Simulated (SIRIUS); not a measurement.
# HPbNO4 (P1) in SIRIUS: reference runs

How does HPbNO4 come out in PBE? The cell is run as given and disturbed.

Everything below comes from runs of SIRIUS 7.12.0. Logs are shortened: lines on timing, memory, paths and dates and some standing lists are left out, and cuts for length are marked. The log counts tension as positive stress, the text compression.

### 1 The structure

The typed cell holds 7 atoms: a = 3.857 Å, b = 4.338 Å, c = 5.984 Å, α = 81.87°, β = 83.26°, γ = 87.68°.

The cell was built by a generator and needn't be a form met in nature.

### 2 Single point, PBE

sirius.json reads:

```json
{
  "control": {
    "processing_unit": "cpu",
    "verbosity": 2,
    "num_bands_to_print": 32,
    "print_forces": true,
    "print_stress": true
  },
  "parameters": {
    "electronic_structure_method": "pseudopotential",
    "xc_functionals": ["XC_GGA_X_PBE", "XC_GGA_C_PBE"],
    "gk_cutoff": 9.2,
    "pw_cutoff": 18.4,
    "ngridk": [7, 6, 5],
    "shiftk": [0, 0, 0],
    "smearing": "fermi_dirac",
    "smearing_width": 0.0018374661,
    "num_bands": 32,
    "num_mag_dims": 0,
    "num_dft_iter": 100,
    "energy_tol": 1e-08,
    "density_tol": 1e-06
  },
  "iterative_solver": {
    "type": "davidson",
    "min_tolerance": 1e-10
  },
  "mixer": {
    "type": "anderson",
    "beta": 0.7,
    "max_history": 8
  },
  "settings": {
    "tol_ne": 1e-10,
    "pseudo_grid_cutoff": 6.5
  },
  "unit_cell": {
    "lattice_vectors": [
      [7.28880594351, 0.003363712502, -0.069126181639],
      [0.327924174406, 8.190753325533, -0.031123789273],
      [1.43246909425, 1.584969992507, 11.105202338498]
    ],
    "atom_coordinate_units": "lattice",
    "atom_types": ["H", "Pb", "N", "O"],
    "atom_files": {
      "N": "N.json",
      "Pb": "Pb.json",
      "H": "H.json",
      "O": "O.json"
    },
    "atoms": {
      "H": [
        [0.61511, 0.89559, 0.19844]
      ],
      "Pb": [
        [0.64597, 0.44651, 0.91685]
      ],
      "N": [
        [0.71474, 0.2381, 0.50058]
      ],
      "O": [
        [0.16958, 0.47007, 0.77768],
        [0.62919, 0.97045, 0.49845],
        [0.56424, 0.92583, 0.03849],
        [0.78022, 0.4225, 0.31951]
      ]
    }
  }
}
```

Potentials or basis: PseudoDojo 0.4.1 PBE standard (scalar relativistic).

Run with:

```console
> upf_to_json N.upf
> upf_to_json Pb.upf
> upf_to_json H.upf
> upf_to_json O.upf
> OMP_NUM_THREADS=4 sirius.scf --input=sirius.json --output=out.json --task=0
```

The log of the run:

```text
[info] SIRIUS version : 7.12.0
[info] number of MPI ranks           : 1
[info] MPI grid                      : 1 1
[info] maximum number of OMP threads : 4
[fft] FFT context for density and potential
[fft] =====================================
[fft]   comm size                             : 1
[fft]   plane wave cutoff                     : 18.4
[fft]   grid size                             : 45 54 72   total : 174960
[fft]   grid limits                           : -22 22   -26 27   -35 36
[fft]   number of G-vectors within the cutoff : 34924
[fft]   local number of G-vectors             : 34924
[fft]   number of G-shells                    : 34924
[fft] FFT context for coarse grid
[fft] =====================================
[fft]   comm size                             : 1
[fft]   plane wave cutoff                     : 18.4
[fft]   grid size                             : 45 54 72   total : 174960
[fft]   grid limits                           : -22 22   -26 27   -35 36
[fft]   number of G-vectors within the cutoff : 34924
[fft]   local number of G-vectors             : 34924
[fft]   number of G-shells                    : 34924
[unit cell] lattice vectors
[unit cell]   a1 :       7.2888059435      0.0033637125     -0.0691261816
[unit cell]   a2 :       0.3279241744      8.1907533255     -0.0311237893
[unit cell]   a3 :       1.4324690943      1.5849699925     11.1052023385
[unit cell] reciprocal lattice vectors
[unit cell]   b1 :       0.8610421437     -0.0348757206     -0.1060889530
[unit cell]   b2 :      -0.0013899928      0.7667476349     -0.1092533782
[unit cell]   b3 :       0.0053558046      0.0019318213      0.5648209922
[unit cell] unit cell volume :       664.11188024 [a.u.^3]
[unit cell] 1/sqrt(omega)    :         0.03880426
[unit cell] MT volume        :         0.00000000 ( 0.00%)
[unit cell] IT volume        :       664.11188024 (100.00%)
[unit cell] number of atom types : 4
[unit cell] type id : 0 symbol :  H mt_radius :  11.650000 num_atoms : 1
[unit cell] type id : 1 symbol : Pb mt_radius :  16.770000 num_atoms : 1
[unit cell] type id : 2 symbol :  N mt_radius :  10.570000 num_atoms : 1
[unit cell] type id : 3 symbol :  O mt_radius :   9.350000 num_atoms : 4
[unit cell] total number of atoms : 7
[unit cell] number of symmetry classes : 7
[unit cell] number of PAW atoms : 0
[unit cell] atom id  type id  class id             position                      vector_field
[unit cell] ------------------------------------------------------------------------------------------
[unit cell]      0        0        0      0.61511   0.89559   0.19844      0.00000   0.00000   0.00000
[unit cell]      1        1        1      0.64597   0.44651   0.91685      0.00000   0.00000   0.00000
[unit cell]      2        2        2      0.71474   0.23810   0.50058      0.00000   0.00000   0.00000
[unit cell]      3        3        3      0.16958   0.47007   0.77768      0.00000   0.00000   0.00000
[unit cell]      4        3        4      0.62919   0.97045   0.49845      0.00000   0.00000   0.00000
[unit cell]      5        3        5      0.56424   0.92583   0.03849      0.00000   0.00000   0.00000
[unit cell]      6        3        6      0.78022   0.42250   0.31951      0.00000   0.00000   0.00000
[unit cell] atom id         position (Cartesian, a.u.)
[unit cell] ---------------------------------------------
[unit cell]      0       5.061362    7.652147    2.133322
[unit cell]      1       6.168131    5.112606   10.123254
[unit cell]      2       6.004745    2.746027    5.502224
[unit cell]      3       2.504186    5.083397    8.609941
[unit cell]      4       5.618292    8.740861    5.461691
[unit cell]      5       4.471374    7.646149    0.359620
[unit cell]      6       6.283108    3.969631    3.481140
[unit cell] class id : 0 atom id : 0
[unit cell] class id : 1 atom id : 1
[unit cell] class id : 2 atom id : 2
[unit cell] class id : 3 atom id : 3
[unit cell] class id : 4 atom id : 4
[unit cell] class id : 5 atom id : 5
[unit cell] class id : 6 atom id : 6
[unit cell] minimum bond length:     1.869262
[unit cell] total number of pseudo wave-functions: 30
[sym] space group number   : 1
[sym] international symbol : P1
[... 428 lines left out ...]
[find] Charges and magnetic moments
[find] --------------------------------------------------------------------------------
[find] total charge          : 44.000000
[find] Energy
[find] --------------------------------------------------------------------------------
[find] valence_eval_sum               :     -10.36800292
[find] <rho|V^{XC}>                   :     -33.59775717
[find] <rho|E^{XC}>                   :     -39.90707013
[find] <mag|B^{XC}>                   :       0.00000000
[find] <rho|V^{H}>                    :      90.52963087
[find] one-electron contribution      :     -67.29987662 (Ha),    -134.59975323 (Ry)
[find] hartree contribution           :      45.26481543
[find] xc contribution                :     -39.90707013
[find] ewald contribution             :     -85.35096418
[find] PAW contribution               :       0.00000000
[find] smearing (-TS)                 :      -0.00003866
[find] SCF correction                 :      -0.00000001
[find] Total energy                   :    -147.29309550 (Ha),    -294.58619101 (Ry)
[find] Free energy (E-TS)             :    -147.29313417 (Ha),    -294.58626833 (Ry)
[find] band gap (eV)                  :       0.34805796
[find] Efermi                         :       0.12844158
[find] iteration : 20, RMS (target) : 5.5615e-07 (1.0000e-06) , energy difference (target) : 2.0464e-11 (1.0000e-08)
[find] bands are converged : true
[find] iterative solver converged : false
[find] converged after 21 SCF iterations!
[find] Charges and magnetic moments
[find] --------------------------------------------------------------------------------
[find] total charge          : 44.000000
[find] Energy
[find] --------------------------------------------------------------------------------
[find] valence_eval_sum               :     -10.36800292
[find] <rho|V^{XC}>                   :     -33.59775717
[find] <rho|E^{XC}>                   :     -39.90707013
[find] <mag|B^{XC}>                   :       0.00000000
[find] <rho|V^{H}>                    :      90.52963087
[find] one-electron contribution      :     -67.29987662 (Ha),    -134.59975323 (Ry)
[find] hartree contribution           :      45.26481543
[find] xc contribution                :     -39.90707013
[find] ewald contribution             :     -85.35096418
[find] PAW contribution               :       0.00000000
[find] smearing (-TS)                 :      -0.00003866
[find] SCF correction                 :      -0.00000001
[find] Total energy                   :    -147.29309550 (Ha),    -294.58619101 (Ry)
[find] Free energy (E-TS)             :    -147.29313417 (Ha),    -294.58626833 (Ry)
[find] band gap (eV)                  :       0.34805796
[find] Efermi                         :       0.12844158
[ground_state] === stress tensor components [kbar] ===
[ground_state] === stress_kin ===
[ground_state] -25574.620016  156.937858   18.870563
[ground_state]   156.937858-25362.173672 -391.011669
[ground_state]    18.870563 -391.011669-25354.268665
[ground_state] === stress_har ===
[ground_state] -3930.879142-1063.853016 -940.258542
[ground_state] -1063.853016-8605.434172  275.442720
[ground_state]  -940.258542  275.442720-7516.583091
[ground_state] === stress_ewald ===
[ground_state] 17405.275519-2461.153459-1423.655299
[ground_state] -2461.153459 9213.739350 1338.491394
[ground_state] -1423.655299 1338.49139411192.561876
[ground_state] === stress_vloc ===
[ground_state] -1675.333544 3351.434277 2338.227465
[ground_state]  3351.43427710836.700682-1300.331201
[ground_state]  2338.227465-1300.331201 7759.222032
[ground_state] === stress_xc ===
[ground_state] -2549.966872   -8.732312   -2.822497
[ground_state]    -8.732312-2572.233523    4.646796
[ground_state]    -2.822497    4.646796-2568.616261
[ground_state] === stress_core ===
[ground_state]  6940.587856    0.929392    0.594062
[ground_state]     0.929392 6950.356179    3.529090
[ground_state]     0.594062    3.529090 6950.392969
[ground_state] === stress_nonloc ===
[ground_state]  9378.934200   24.284882   10.043401
[ground_state]    24.284882 9536.921267   69.596854
[ground_state]    10.043401   69.596854 9537.434202
[ground_state] === stress_us_nl ===
[ground_state]  9378.934200   24.284882   10.043401
[ground_state]    24.284882 9536.921267   69.596854
[ground_state]    10.043401   69.596854 9537.434202
[ground_state] === stress_total ===
[ground_state]    -6.001999   -0.152379    0.999153
[ground_state]    -0.152379   -2.123890    0.363985
[ground_state]     0.999153    0.363985    0.143063
[ground_state] ==== total Forces in Ha/bohr =====
[ground_state] atom:    0, force:      -0.0009811     -0.0000785     -0.0029527
[ground_state] atom:    1, force:       0.0000082      0.0000393      0.0008972
[ground_state] atom:    2, force:      -0.0001387     -0.0003582     -0.0000303
[ground_state] atom:    3, force:       0.0000046     -0.0000461     -0.0017978
[ground_state] atom:    4, force:      -0.0000444     -0.0000937      0.0001493
[ground_state] atom:    5, force:       0.0009299      0.0000019      0.0036833
[ground_state] atom:    6, force:       0.0001916      0.0005379      0.0000704
[ground_state] ==== ultrasoft contribution from Qij =====
[ground_state] atom:    0, force:       0.0000000      0.0000000      0.0000000
[ground_state] atom:    1, force:       0.0000000      0.0000000      0.0000000
[ground_state] atom:    2, force:       0.0000000      0.0000000      0.0000000
[ground_state] atom:    3, force:       0.0000000      0.0000000      0.0000000
[ground_state] atom:    4, force:       0.0000000      0.0000000      0.0000000
[ground_state] atom:    5, force:       0.0000000      0.0000000      0.0000000
[ground_state] atom:    6, force:       0.0000000      0.0000000      0.0000000
[ground_state] ==== non-local contribution from Beta-projector =====
[ground_state] atom:    0, force:      -0.0299874      0.0001820     -0.0930391
[ground_state] atom:    1, force:      -0.0025823     -0.0021962     -0.0080438
[ground_state] atom:    2, force:      -0.1973328     -0.4273787     -0.7419064
[ground_state] atom:    3, force:      -0.0017641      0.0314998      0.4198513
[ground_state] atom:    4, force:       0.3732418      1.1463273     -0.0766722
[ground_state] atom:    5, force:       0.3286712     -0.0138757      0.5484809
[ground_state] atom:    6, force:      -0.2093635     -0.6891713      0.7603826
[ground_state] ==== contribution from local potential =====
[ground_state] atom:    0, force:      -0.3226973      0.0450350     -1.3267496
[ground_state] atom:    1, force:       0.0128425     -0.3654017     -0.8955320
[ground_state] atom:    2, force:      -0.9488957     -1.1234217     -1.9027898
[ground_state] atom:    3, force:       0.1781950     -0.3136702      2.1855811
[ground_state] atom:    4, force:       1.3786055      3.9181095      0.0807842
[ground_state] atom:    5, force:       0.9483339      0.0526369     -0.8232797
[ground_state] atom:    6, force:      -1.4989083     -2.2590678      1.8944094
[ground_state] ==== contribution from core density =====
[ground_state] atom:    0, force:       0.0000000      0.0000000      0.0000000
[ground_state] atom:    1, force:      -0.0000023      0.0007987      0.0039199
[ground_state] atom:    2, force:       0.0050653      0.0101575      0.0214842
[ground_state] atom:    3, force:       0.0000791     -0.0015194     -0.0146585
[ground_state] atom:    4, force:      -0.0096726     -0.0298366      0.0023127
[ground_state] atom:    5, force:      -0.0098380      0.0006940     -0.0146257
[ground_state] atom:    6, force:       0.0059803      0.0201012     -0.0198902
[ground_state] ==== Ewald forces from ions =====
[ground_state] atom:    0, force:       0.3517036     -0.0452955      1.4168361
[ground_state] atom:    1, force:      -0.0102497      0.3668386      0.9005532
[ground_state] atom:    2, force:       1.1410246      1.5402847      2.6231816
[ground_state] atom:    3, force:      -0.1765054      0.2836437     -2.5925719
[ground_state] atom:    4, force:      -1.7422190     -5.0346938     -0.0062755
[ground_state] atom:    5, force:      -1.2662373     -0.0394534      0.2931080
[ground_state] atom:    6, force:       1.7024832      2.9286757     -2.6348314
[~DFT_ground_state] local op. applied: 153141
[~DFT_ground_state] evp. work count: 19398.9
[~DFT_ground_state] number of iterative solver steps: 6995
```

Run time: 3.6 min. Hardware: 4 threads of Intel Xeon 6975P-C (Granite Rapids), shared host; peak memory 2.8 GiB.

What came out:

```yaml
Free_energy: -4008.0504 eV
Pressure: 0.3 GPa
Largest_force: 0.195 eV/Å
Band_gap_on_the_k_mesh: 0.35 eV
```

Forces on the atoms (eV/Å):
```
H   -0.050 -0.004 -0.152
Pb   0.000  0.002  0.046
N   -0.007 -0.018 -0.002
O    0.000 -0.002 -0.092
O   -0.002 -0.005  0.008
O    0.048  0.000  0.189
O    0.010  0.028  0.004
```

Stress tensor (GPa, compression positive):
```
 0.60  0.02 -0.10
 0.02  0.21 -0.04
-0.10 -0.04 -0.01
```

Caveat: spin-orbit coupling is left out, which as a rule narrows the gap of such compounds by several tenths of an eV; an odd mesh through Γ misses points on the zone boundary, where band edges often lie.

(Part 1 of 2 ends here.)
